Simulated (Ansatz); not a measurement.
# CH₉AlNPSi: basis-set convergence

Aim: see how fast density functionals converge with the basis set for CH₉AlNPSi.

Method: one geometry, several basis sets; program: Ansatz 0.2.0, Gaussian basis.

The runs, in order: PBE0-D4/def2-SVP; ωB97M-V/def2-SVP; PBE0-D4/def2-QZVPP; ωB97M-V/def2-QZVPP; the functionals' def2-TZVPP values are taken from earlier runs.

### 1 The geometry

An earlier PBE0-D4 in a triple-zeta def2 set relaxation fixed the geometry.

SMILES `C[SiH2]N[PH][AlH2]`, 14 atoms, charge 0, spin multiplicity 1.

Atoms are counted from 1 here; the program's logs count them from 0.

Bond lengths: C1–Si2 1.862 Å, C1–H6 1.093 Å, C1–H7 1.092 Å, C1–H8 1.093 Å, Si2–N3 1.735 Å, Si2–H9 1.489 Å, Si2–H10 1.491 Å, N3–P4 1.710 Å, N3–H11 1.007 Å, P4–Al5 2.318 Å, P4–H12 1.427 Å, Al5–H13 1.588 Å, Al5–H14 1.587 Å. Angles: Si2–C1–H6 110.5°, Si2–C1–H7 111.0°, Si2–C1–H8 110.4°, H6–C1–H7 108.5°, H6–C1–H8 107.9°, H7–C1–H8 108.3°, C1–Si2–N3 111.7°, C1–Si2–H9 111.4°, C1–Si2–H10 108.7°, N3–Si2–H9 105.3°, N3–Si2–H10 111.2°, H9–Si2–H10 108.6°, Si2–N3–P4 122.0°, Si2–N3–H11 118.1°, P4–N3–H11 119.4°, N3–P4–Al5 107.2°, N3–P4–H12 104.7°, Al5–P4–H12 97.4° and more.

### 2 PBE0-D4 in def2-SVP

The input, in.yaml:

```yaml
crystal:
  periodic: [false, false, false]
  atoms:
    - {symbol: C, position_ang: [-2.013588, 0.163483, 1.225394]}
    - {symbol: Si, position_ang: [-1.035376, 1.348184, 0.173556]}
    - {symbol: N, position_ang: [0.484577, 0.667776, -0.312869]}
    - {symbol: P, position_ang: [0.579580, -0.775840, -1.223876]}
    - {symbol: Al, position_ang: [2.544046, -1.843550, -0.612614]}
    - {symbol: H, position_ang: [-2.977871, 0.600020, 1.498974]}
    - {symbol: H, position_ang: [-1.472858, -0.084583, 2.141448]}
    - {symbol: H, position_ang: [-2.206351, -0.762820, 0.678577]}
    - {symbol: H, position_ang: [-0.688751, 2.584396, 0.928433]}
    - {symbol: H, position_ang: [-1.858006, 1.728742, -1.010042]}
    - {symbol: H, position_ang: [1.319770, 1.206108, -0.149904]}
    - {symbol: H, position_ang: [0.994731, -0.356635, -2.523620]}
    - {symbol: H, position_ang: [3.222492, -1.522632, 0.787214]}
    - {symbol: H, position_ang: [3.094804, -2.981850, -1.571771]}
basis:
  gaussian: {orbitals: def2-SVP}
hamiltonian: {xc: pbe0, dispersion: d4}
output: {orbitals: {seedname: orbitals}}
```

Launch:

```bash
ansatz run in.yaml --threads 4 --pin off --events-out ev --progress --plain --max-ram 10444MiB
```

After this run come: ωB97M-V in def2-SVP; PBE0-D4 in def2-QZVPP; ωB97M-V in def2-QZVPP.

**Question.** What will the summary of the whole plan be? Wanted: PBE0-D4: double and triple zeta above quadruple; ωB97M-V: double and triple zeta above quadruple.

**Answer**, as computed:

| quantity | value |
| --- | --- |
| PBE0-D4: double and triple zeta above quadruple | 12.42, 0.93 eV |
| ωB97M-V: double and triple zeta above quadruple | 12.56, 0.89 eV |

PBE0-D4 gains 11.49 eV from double to triple zeta, then 0.93 eV more. Total energies overstate the basis error of differences, where much of it tends to cancel.
